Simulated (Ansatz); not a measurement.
**NaAsH (quartet): from Hartree-Fock to the top rungs at a displaced geometry (v1), cc-pVTZ**

How much of the correlation energy of NaAsH (quartet) does each wave-function method recover here?

The runs use Ansatz 0.2.0, Gaussian basis; cc-pVTZ, core rule «outside noble gas», up to 19 orbitals frozen.

Plan: UHF; CCSD(T) on ROHF; CCSD(T) on UHF; BCCD(T) on ROHF; CCSDT(Q) on ROHF; CCSDT(Q) on UHF.

32 further runs of the same task are left out: 14 for a known fault of the program, 3 that didn't finish, 15 set aside as unsound or not needed.

## 1. The geometry

The geometry is a PBE0/def2-TZVP stationary point (not a proven minimum) with its atoms shifted at random (size 0.040 Å). No spin-orbit coupling is included. The filled d shell of As may be among the frozen orbitals whatever the setting's name suggests; the logs give the count.

3 atoms, charge 0, spin multiplicity 4.

Atoms are counted from 1 here; the program's logs count them from 0.

Bond lengths: As1–H3 1.485 Å.

## 2. UHF

File in.yaml:

```yaml
crystal:
  periodic: [false, false, false]
  atoms:
    - {symbol: As, position_ang: [-0.015433, -0.009008, 0.798673]}
    - {symbol: Na, position_ang: [-0.016266, -0.025151, -3.080980]}
    - {symbol: H, position_ang: [0.031698, 0.034159, 2.282307]}
basis:
  gaussian: {orbitals: cc-pVTZ}
magnetization: {spin_polarized: true, initial_magnetization: 3}
hamiltonian: {xc: hf}
output: {orbitals: {seedname: orbitals}}
```

Command:

```
> ansatz run in.yaml --threads 1 --pin off --events-out ev --progress --plain --max-ram 2393MiB
```

Further steps of the session: CCSD(T) on ROHF; CCSD(T) on UHF; BCCD(T) on ROHF; CCSDT(Q) on ROHF; CCSDT(Q) on UHF.

**Question.** What will the summary of the whole plan be? Wanted: UCCSDT(Q) below the RHF energy; RMP2 from UCCSDT(Q); UMP2 from UCCSDT(Q); RCCSD from UCCSDT(Q); RCCSD(T) from UCCSDT(Q); UCCSD(T) from UCCSDT(Q); RCCSDT(Q) from UCCSDT(Q); T1 diagnostic.

**Answer**, as computed:

| quantity | value |
| --- | --- |
| UCCSDT(Q) below the RHF energy | -3.5153 eV |
| RMP2 from UCCSDT(Q) | +64.8 kJ/mol |
| UMP2 from UCCSDT(Q) | +67.0 kJ/mol |
| RCCSD from UCCSDT(Q) | +13.6 kJ/mol |
| RCCSD(T) from UCCSDT(Q) | +3.2 kJ/mol |
| UCCSD(T) from UCCSDT(Q) | +2.2 kJ/mol |
| RCCSDT(Q) from UCCSDT(Q) | +1.1 kJ/mol |
| levels within 1 kcal/mol (43 meV) | RCCSD(T), UCCSD(T), BCCD(T), RCCSDT, UCCSDT, RCCSDT(Q) |
| T1 diagnostic | 0.020 |

In words: RCCSD(T) misses by +3.2 kJ/mol, 0.9 % of the correlation energy. These misses are within one basis, not against nature; the frozen cores of restricted and unrestricted runs differ, which can shift their rows.
